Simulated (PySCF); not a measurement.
**CH3BClFO (SMILES BC(O)(F)Cl): TPSSh/STO-3G**

What is the vertical singlet–triplet gap of CH3BClFO at TPSSh/STO-3G? 

The results are computed with PySCF 2.14.0.

## (1) The structure to begin with

The species is CH3BClFO (8 atoms), meant as a singlet with charge 0. SMILES: `BC(O)(F)Cl`. The shape is that of a PBE0-D4/def2-TZVP optimisation. This is one conformer, not always the lowest.

Bond lengths: B1–C2 1.545 Å, C2–O3 1.458 Å, C2–F4 1.346 Å, C2–Cl5 1.742 Å, B1–H6 1.192 Å, B1–H7 1.187 Å, O3–H8 0.968 Å. Angles: B1–C2–O3 74.1°, B1–C2–F4 121.2°, B1–C2–Cl5 125.0°, O3–C2–F4 108.7°, O3–C2–Cl5 110.1°, F4–C2–Cl5 109.4°, C2–B1–H6 116.5°, C2–B1–H7 119.5°, C2–O3–H8 107.1°, H6–B1–H7 123.9°.

## (2) A single-point energy at TPSSh/STO-3G

Contents of input.py:

```python
from pyscf import gto, dft

mol = gto.Mole()
mol.atom = '''
B     -0.496700     0.835900     0.196700
C      0.656000    -0.125700    -0.169000
O     -0.573100    -0.892300    -0.337200
F      1.403700    -0.711800     0.783800
Cl     1.548100    -0.091800    -1.664700
H     -0.796500     0.892200     1.348900
H     -0.991600     1.504400    -0.650000
H     -0.657600    -1.468100     0.435900
'''
mol.verbose = 4
mol.basis = 'sto-3g'
mol.max_memory = 1860
mol.charge = 0
mol.build()

mf = dft.RKS(mol, xc='tpssh')
mf.grids.level = 4
mf.conv_tol = 1e-10
mf.kernel()
if not mf.converged:
    mf = mf.newton().run(mf.mo_coeff, mf.mo_occ)

etot = mf.e_tot
print(f'total energy: {etot:.8f} hartree')
```

Started as:

```
$ OMP_NUM_THREADS=1 python input.py
```

Log:

```text
PySCF version 2.14.0

[INPUT] num. atoms = 8
[INPUT] num. electrons = 48
[INPUT] charge = 0
[INPUT] spin (= nelec alpha-beta = 2S) = 0
[INPUT] symmetry False subgroup None
[INPUT] Mole.unit = angstrom
[INPUT] Symbol           X                Y                Z      unit          X                Y                Z       unit  Magmom
[INPUT]  1 B     -0.496700000000   0.835900000000   0.196700000000 AA   -0.938626966071   1.579622067524   0.371709128702 Bohr   0.0
[INPUT]  2 C      0.656000000000  -0.125700000000  -0.169000000000 AA    1.239660337715  -0.237538573858  -0.319363715051 Bohr   0.0
[INPUT]  3 O     -0.573100000000  -0.892300000000  -0.337200000000 AA   -1.083002041988  -1.686202620949  -0.637215649203 Bohr   0.0
[INPUT]  4 F      1.403700000000  -0.711800000000   0.783800000000 AA    2.652608561052  -1.345107055465   1.481167336434 Bohr   0.0
[INPUT]  5 Cl     1.548100000000  -0.091800000000  -1.664700000000 AA    2.925485013439  -0.173476858235  -3.145827079563 Bohr   0.0
[INPUT]  6 H     -0.796500000000   0.892200000000   1.348900000000 AA   -1.505166858216   1.686013648337   2.549051569426 Bohr   0.0
[INPUT]  7 H     -0.991600000000   1.504400000000  -0.650000000000 AA   -1.873852425119   2.842903981796  -1.228321980967 Bohr   0.0
[INPUT]  8 H     -0.657600000000  -1.468100000000   0.435900000000 AA   -1.242683899514  -2.774306923474   0.823731617698 Bohr   0.0

nuclear repulsion = 223.938732831008
number of shells = 20
number of NR pGTOs = 96
number of NR cGTOs = 32
basis = sto-3g
ecp = {}

******** <class 'pyscf.dft.rks.RKS'> ********
method = RKS
initial guess = minao
damping factor = 0
level_shift factor = 0
DIIS = <class 'pyscf.scf.diis.CDIIS'>
diis_start_cycle = 1
diis_space = 8
diis_damp = 0
SCF conv_tol = 1e-10
SCF conv_tol_grad = None
SCF max_cycles = 50
direct_scf = True
direct_scf_tol = 1e-13
XC library pyscf.dft.libxc version 7.0.0
    S. Lehtola, C. Steigemann, M. J.T. Oliveira, and M. A.L. Marques.,  SoftwareX 7, 1–5 (2018)
XC functionals = tpssh
radial grids:
    Treutler-Ahlrichs [JCP 102, 346 (1995); DOI:10.1063/1.469408] (M4) radial grids

becke partition: Becke, JCP 88, 2547 (1988); DOI:10.1063/1.454033
pruning grids: <function nwchem_prune>
grids dens level: 4
symmetrized grids: False
atomic radii adjust function: <function treutler_atomic_radii_adjust>
small_rho_cutoff = 0
Set gradient conv threshold to 1e-05
Initial guess from minao.
tot grids = 189624
init E= -692.085666713949
  HOMO = -0.313977949275613  LUMO = -0.00890631183815171  gap/eV = 8.30142
cycle= 1 E= -691.664630447539  delta_E= 0.421  |g|= 0.599  |ddm|= 3.58
  HOMO = -0.169734176407761  LUMO = 0.0696667131321365  gap/eV = 6.51443
cycle= 2 E= -691.569258324554  delta_E= 0.0954  |g|= 0.864  |ddm|= 1.82
  HOMO = -0.189051902037687  LUMO = 0.109200629131186  gap/eV = 8.11586
cycle= 3 E= -691.781645050426  delta_E= -0.212  |g|= 0.0528  |ddm|= 1.07
  HOMO = -0.189609467456293  LUMO = 0.11151287068928  gap/eV = 8.19396
cycle= 4 E= -691.782422642678  delta_E= -0.000778  |g|= 0.0364  |ddm|= 0.141
  HOMO = -0.191392185026669  LUMO = 0.109509077438154  gap/eV = 8.18794
cycle= 5 E= -691.782853031765  delta_E= -0.00043  |g|= 0.00446  |ddm|= 0.051
  HOMO = -0.191944757085703  LUMO = 0.109706731345585  gap/eV = 8.20836
cycle= 6 E= -691.782860357619  delta_E= -7.33e-06  |g|= 0.0015  |ddm|= 0.011
  HOMO = -0.191670160046091  LUMO = 0.109646576535779  gap/eV = 8.19925
cycle= 7 E= -691.782861294244  delta_E= -9.37e-07  |g|= 6.47e-05  |ddm|= 0.0029
  HOMO = -0.191678356636558  LUMO = 0.109668127087217  gap/eV = 8.20006
cycle= 8 E= -691.782861296339  delta_E= -2.1e-09  |g|= 1.79e-05  |ddm|= 0.000181
  HOMO = -0.19168013713415  LUMO = 0.10966169071608  gap/eV = 8.19993
cycle= 9 E= -691.782861296476  delta_E= -1.37e-10  |g|= 3.23e-06  |ddm|= 4.08e-05
  HOMO = -0.191679441933257  LUMO = 0.109662613417086  gap/eV = 8.19993
cycle= 10 E= -691.782861296481  delta_E= -5.12e-12  |g|= 1.25e-07  |ddm|= 6.13e-06
  HOMO = -0.191679463132849  LUMO = 0.109662591642598  gap/eV = 8.19993
Extra cycle  E= -691.782861296482  delta_E= -2.27e-13  |g|= 1.21e-07  |ddm|= 3.61e-07
converged SCF energy = -691.782861296482
total energy: -691.78286130 hartree
```

Run time: 8.4 s. Hardware: 1 thread of Arm Neoverse V1, shared host; peak memory 0.26 GiB.

## (3) The triplet at the same level

Contents of input.py:

```python
from pyscf import gto, dft

mol = gto.M(
    atom='''
B     -0.938627     1.579622     0.371709
C      1.239660    -0.237539    -0.319364
O     -1.083002    -1.686203    -0.637216
F      2.652609    -1.345107     1.481167
Cl     2.925485    -0.173477    -3.145827
H     -1.505167     1.686014     2.549052
H     -1.873852     2.842904    -1.228322
H     -1.242684    -2.774307     0.823732
''',
    basis='sto-3g',
    max_memory=1860,
    unit='bohr',
    spin=2,
    verbose=3,
)

calc0 = dft.UKS(mol)
calc0.xc = 'tpssh'
calc0.conv_tol = 1e-10
calc0.grids.level = 4
calc0.kernel()
if not calc0.converged:
    calc0 = calc0.newton().run(calc0.mo_coeff, calc0.mo_occ)

e_final = calc0.e_tot
print('E = %.10f Eh' % e_final)
```

Started as:

```
$ OMP_NUM_THREADS=1 python input.py
```

Log:

```text
WARN: HOMO -0.00890635832858705 >= LUMO -0.313977920149779

WARN: HOMO -0.0170595200985514 >= LUMO -0.149271413948404

WARN: HOMO 0.0459697620962618 >= LUMO -0.163400132121455

WARN: HOMO 0.0918625465628194 >= LUMO -0.148263541809233

WARN: HOMO 0.0785028772993265 >= LUMO -0.157106006274736

WARN: HOMO 0.0676563992375581 >= LUMO -0.158467423758169

WARN: HOMO 0.0677157685630184 >= LUMO -0.15667511651273

WARN: HOMO 0.066305166860234 >= LUMO -0.155600397259261

WARN: HOMO 0.0658329982342297 >= LUMO -0.156058057111786

WARN: HOMO 0.0657913720827427 >= LUMO -0.155933582745135

WARN: HOMO 0.0658083353424663 >= LUMO -0.155909380659154

WARN: HOMO 0.0658023252121812 >= LUMO -0.155910297030055

WARN: HOMO 0.0657962454178751 >= LUMO -0.155914996444916

WARN: HOMO 0.0657888225745631 >= LUMO -0.155919972068107

WARN: HOMO 0.0657833867251846 >= LUMO -0.155925340268289

WARN: HOMO 0.0657848784311836 >= LUMO -0.155924377294025

WARN: HOMO 0.0657838224338722 >= LUMO -0.155924908577894

converged SCF energy = -691.518723871652  <S^2> = 2.0061923  2S+1 = 3.0041253
E = -691.5187238717 Eh
```

Run time: 21 s. Hardware: 1 thread of Arm Neoverse V1, shared host; peak memory 0.28 GiB.

## (4) What came out

At TPSSh/STO-3G:

| quantity | value |
| --- | --- |
| singlet: total energy | -691.78286 Eh |
| singlet: dipole moment | 3.00 D |
| singlet: HOMO energy | -5.22 eV |
| singlet: LUMO energy | 2.98 eV |
| singlet: HOMO–LUMO gap | 8.20 eV |
| triplet: total energy | -691.51872 Eh |
| triplet: dipole moment | 3.93 D |
| triplet: ⟨S²⟩ | 2.006 |
| vertical energy of the triplet above the singlet | 7.188 eV |

In words: At this shape the triplet lies 7.19 eV (166 kcal/mol) above the singlet. In a minimal basis such a difference can be off by several eV, whatever the method. Mulliken charges (triplet) run from -0.09 on H6 to +0.22 on H8; they depend strongly on the basis.
